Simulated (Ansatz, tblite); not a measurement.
**[(RSn)12O14(OH)6]2+, R = Cl (Sn12H6Cl12O20 (+2)): one state, many levels**

Aim: run the singlet of [(RSn)12O14(OH)6]2+, R = Cl (Sn12H6Cl12O20 (+2)) at one geometry on many levels, and compare frontier levels, spin and run time.

Method: level and basis change from run to run; program: Ansatz 0.2.0, Gaussian basis.

The runs, in order: GFN1-xTB, GFN2-xTB, PBE-D4/def2-SVP, r2SCAN-D4/def2-SVP, BLYP-D4/def2-SVP, PBE0-D4/def2-TZVP, PBE-D4/def2-TZVP, MP2/def2-SVP.

## Step 1: The geometry

The singlet was relaxed beforehand with r2SCAN-D4/def2-SVP.

50 atoms, charge 2, spin multiplicity 1.

Bond lengths: Sn1–O13 2.107 Å, Sn1–O14 2.111 Å, Sn1–O15 2.111 Å, Sn1–O27 2.111 Å, Sn1–O28 2.111 Å, Sn1–Cl33 2.315 Å, Sn2–O13 2.107 Å, Sn2–O16 2.111 Å, Sn2–O17 2.111 Å, Sn2–O27 2.111 Å, Sn2–O29 2.111 Å, Sn2–Cl34 2.315 Å, Sn3–O13 2.107 Å, Sn3–O18 2.110 Å, Sn3–O19 2.111 Å, Sn3–O28 2.111 Å, Sn3–O29 2.111 Å, Sn3–Cl35 2.315 Å and more. Angles: O13–Sn1–O14 88.3°, O13–Sn1–O15 88.3°, O13–Sn1–O27 74.9°, O13–Sn1–O28 74.9°, O13–Sn1–Cl33 169.1°, O14–Sn1–O15 76.2°, O14–Sn1–O27 159.1°, O14–Sn1–O28 90.6°, O14–Sn1–Cl33 100.2°, O15–Sn1–O27 90.6°, O15–Sn1–O28 159.0°, O15–Sn1–Cl33 100.2°, O27–Sn1–O28 96.9°, O27–Sn1–Cl33 98.0°, O28–Sn1–Cl33 98.1°, O13–Sn2–O16 88.3°, O13–Sn2–O17 88.3°, O13–Sn2–O27 74.9° and more.

Sn takes a core potential in the def2 sets. No spin-orbit coupling is included. The ion is computed in the gas phase, without counter-ions or solvent.

PBE0-D4/def2-SVP was run before; its log isn't repeated, and its numbers join the tables.

## Step 2: GFN1-xTB

Tight binding, by tblite at 300 K electronic temperature and without a spin-polarisation term:

```python
tblite.interface.Calculator('GFN1-xTB', numbers, positions, charge=2, uhf=0).singlepoint()
```

Energy -4846.1571 eV, HOMO -17.01 eV, LUMO -15.31 eV; 1.1 s.

## Step 3: GFN2-xTB

Tight binding, by tblite at 300 K electronic temperature and without a spin-polarisation term:

```python
tblite.interface.Calculator('GFN2-xTB', numbers, positions, charge=2, uhf=0).singlepoint()
```

Energy -4457.4079 eV, HOMO -17.81 eV, LUMO -16.56 eV; 1.6 s.

## Step 4: PBE-D4/def2-SVP

start.molden holds the orbitals of an earlier run on this state, given as this run's starting guess.

in.yaml reads:

```yaml
crystal:
  periodic: [false, false, false]
  atoms:
    - {symbol: Sn, position_ang: [0.176471, 1.847122, 2.883030]}
    - {symbol: Sn, position_ang: [1.848502, 2.881989, 0.176838]}
    - {symbol: Sn, position_ang: [2.882620, 0.175206, 1.848390]}
    - {symbol: Sn, position_ang: [0.227822, 1.954059, -2.560766]}
    - {symbol: Sn, position_ang: [1.953500, -2.561508, 0.227063]}
    - {symbol: Sn, position_ang: [-2.561314, 0.227738, 1.953496]}
    - {symbol: Sn, position_ang: [-0.227738, -1.953988, 2.560742]}
    - {symbol: Sn, position_ang: [-1.953453, 2.561571, -0.227133]}
    - {symbol: Sn, position_ang: [2.561315, -0.227746, -1.953645]}
    - {symbol: Sn, position_ang: [-0.176458, -1.847146, -2.883081]}
    - {symbol: Sn, position_ang: [-1.848403, -2.881956, -0.176846]}
    - {symbol: Sn, position_ang: [-2.882563, -0.175176, -1.848439]}
    - {symbol: O, position_ang: [1.149014, 1.148142, 1.149023]}
    - {symbol: O, position_ang: [-0.772499, -0.032016, 3.033502]}
    - {symbol: O, position_ang: [-1.577679, 2.075850, 1.731719]}
    - {symbol: O, position_ang: [-0.031059, 3.033212, -0.771667]}
    - {symbol: O, position_ang: [2.076411, 1.731316, -1.577776]}
    - {symbol: O, position_ang: [1.731656, -1.579091, 2.076125]}
    - {symbol: O, position_ang: [3.033302, -0.772773, -0.031481]}
    - {symbol: O, position_ang: [-1.731550, 1.579124, -2.076165]}
    - {symbol: O, position_ang: [0.772489, 0.032052, -3.033552]}
    - {symbol: O, position_ang: [0.031152, -3.033126, 0.771632]}
    - {symbol: O, position_ang: [1.577707, -2.075852, -1.731830]}
    - {symbol: O, position_ang: [-2.076343, -1.731300, 1.577735]}
    - {symbol: O, position_ang: [-3.033303, 0.772833, 0.031359]}
    - {symbol: O, position_ang: [-1.148952, -1.148111, -1.149088]}
    - {symbol: O, position_ang: [1.012380, 3.568154, 1.990118]}
    - {symbol: O, position_ang: [1.989194, 1.010367, 3.569344]}
    - {symbol: O, position_ang: [3.569300, 1.988466, 1.012430]}
    - {symbol: O, position_ang: [-1.012439, -3.568144, -1.990167]}
    - {symbol: O, position_ang: [-1.989239, -1.010442, -3.569420]}
    - {symbol: O, position_ang: [-3.569224, -1.988399, -1.012387]}
    - {symbol: Cl, position_ang: [-0.507766, 2.813930, 4.871586]}
    - {symbol: Cl, position_ang: [2.815312, 4.870542, -0.507223]}
    - {symbol: Cl, position_ang: [4.871169, -0.508752, 2.815364]}
    - {symbol: Cl, position_ang: [0.377211, 3.324817, -4.384816]}
    - {symbol: Cl, position_ang: [3.323709, -4.386079, 0.374694]}
    - {symbol: Cl, position_ang: [-4.386023, 0.377252, 3.323330]}
    - {symbol: Cl, position_ang: [-0.376924, -3.324505, 4.384992]}
    - {symbol: Cl, position_ang: [-3.323787, 4.386051, -0.374777]}
    - {symbol: Cl, position_ang: [4.385896, -0.377399, -3.323634]}
    - {symbol: Cl, position_ang: [0.507667, -2.814022, -4.871641]}
    - {symbol: Cl, position_ang: [-2.815157, -4.870437, 0.507465]}
    - {symbol: Cl, position_ang: [-4.871163, 0.508665, -2.815396]}
    - {symbol: H, position_ang: [1.025113, 4.473736, 2.344387]}
    - {symbol: H, position_ang: [2.343082, 1.022857, 4.475082]}
    - {symbol: H, position_ang: [4.474995, 2.342441, 1.025315]}
    - {symbol: H, position_ang: [-1.025246, -4.473742, -2.344394]}
    - {symbol: H, position_ang: [-2.343663, -1.023799, -4.474942]}
    - {symbol: H, position_ang: [-4.475081, -2.341972, -1.024486]}
basis:
  gaussian: {orbitals: def2-SVP, fitting: {mean_field: def2-universal-jkfit}, initial_orbitals: start.molden}
total_charge: 2
hamiltonian: {xc: pbe, dispersion: d4}
scf: {omitted_lower_state_checks: [starts]}
output: {orbitals: {seedname: orbitals}}
```

The run is started by

```
> ansatz run in.yaml --threads 11 --pin off --events-out ev --progress --plain --max-ram 174080MiB --backend cuda --devices 0, --max-vram 75GiB
```

The runs that follow: r2SCAN-D4/def2-SVP; BLYP-D4/def2-SVP; PBE0-D4/def2-TZVP; PBE-D4/def2-TZVP; MP2/def2-SVP.

Before running them: what should the planned runs give, taken together? Wanted: gap in def2-SVP, functionals, smallest and largest; correlation energy, MP2/def2-SVP; PBE0 total energy, smallest basis above largest.

As calculated:

| quantity | value |
| --- | --- |
| gap in def2-SVP, functionals, smallest and largest | 2.48 eV (BLYP-D4), 4.73 eV (PBE0-D4) |
| correlation energy, MP2/def2-SVP | -182.03 eV |
| PBE0 total energy, smallest basis above largest | 105.02 eV (def2-SVP, def2-TZVP) |

Orbital gaps of the functionals in def2-SVP span 2.48 eV (BLYP-D4) to 4.73 eV (PBE0-D4); exact exchange widens it.
